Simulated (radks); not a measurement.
# Ca³⁺ in [Ne] 3s2 3p5: an all-electron calculation

One table from this session's results is given with a row withheld; the runs are named, their logs left out.

Method: non-relativistic Kohn-Sham, LDA (Slater exchange, Perdew-Wang correlation), spin-polarised, spherical densities, point nucleus; open shells are filled with parallel spins first. Code: radks (a radial shooting solver on a logarithmic mesh, Libxc functionals) version 1.

### The system

| Item | Value |
| --- | --- |
| element | calcium (Z = 20) |
| charge | +3 |
| electrons | 17 |
| configuration | [Ne] 3s2 3p5 |

The outer shells:

Ca³⁺
```
[Ne] core
3s [↑↓]
3p [↑↓][↑↓][↑ ]
```

The first run:

Settings of this run:

```text
Z 20
configuration [Ne] 3s2 3p5 4s0 3d0 4p0 4f0
relativity non-relativistic
functional lda,pw
spin polarised
nucleus point
```

One table of the session follows, with a row left open; its other results are not shown here.

It belongs to the step «Shells». Sizes of the orbitals, from the radial functions (bohr):

| level | <r> | outermost maximum (interpolated) | 90 % within | nodes |
| --- | --- | --- | --- | --- |
| 1s up | 0.07754 | 0.0509 | 0.138 | 0 |
| 1s down | 0.07754 | 0.0509 | 0.138 | 0 |
| 2s up | 0.3677 | 0.303 | 0.572 | 1 |
| 2s down | 0.3676 | 0.303 | 0.572 | 1 |
| 2p up | 0.3288 | 0.247 | 0.543 | 0 |
| 2p down | 0.3288 | 0.247 | 0.542 | 0 |
| 3s up | 1.129 | 0.986 | 1.68 | 2 |
| 3s down | 1.132 | 0.986 | 1.69 | 2 |
| 3p up | 1.204 | 1.02 | 1.84 | 1 |
| 3p down | ? | ? | ? | ? |
| 3d up | 1.426 | 1.08 | 2.32 | 0 |
| 3d down | 1.448 | 1.09 | 2.36 | 0 |
| 4s up | 2.815 | 2.59 | 4.05 | 3 |
| 4s down | 2.839 | 2.61 | 4.09 | 3 |
| 4p up | 3.167 | 2.90 | 4.60 | 2 |
| 4p down | 3.197 | 2.93 | 4.64 | 2 |
| 4f up | 4.966 | 4.28 | 7.44 | 0 |
| 4f down | 5.021 | 4.34 | 7.50 | 0 |

Q: Estimate the row for 3p down from the others.

As computed: <r>: 1.210; outermost maximum (interpolated): 1.03; 90 % within: 1.85; nodes: 1. In the column «<r>» it lies between 3p up (1.204) and 3d up (1.426).

Caveats from the session: Open shells are spherical and high-spin; term and fine-structure splittings are not resolved.
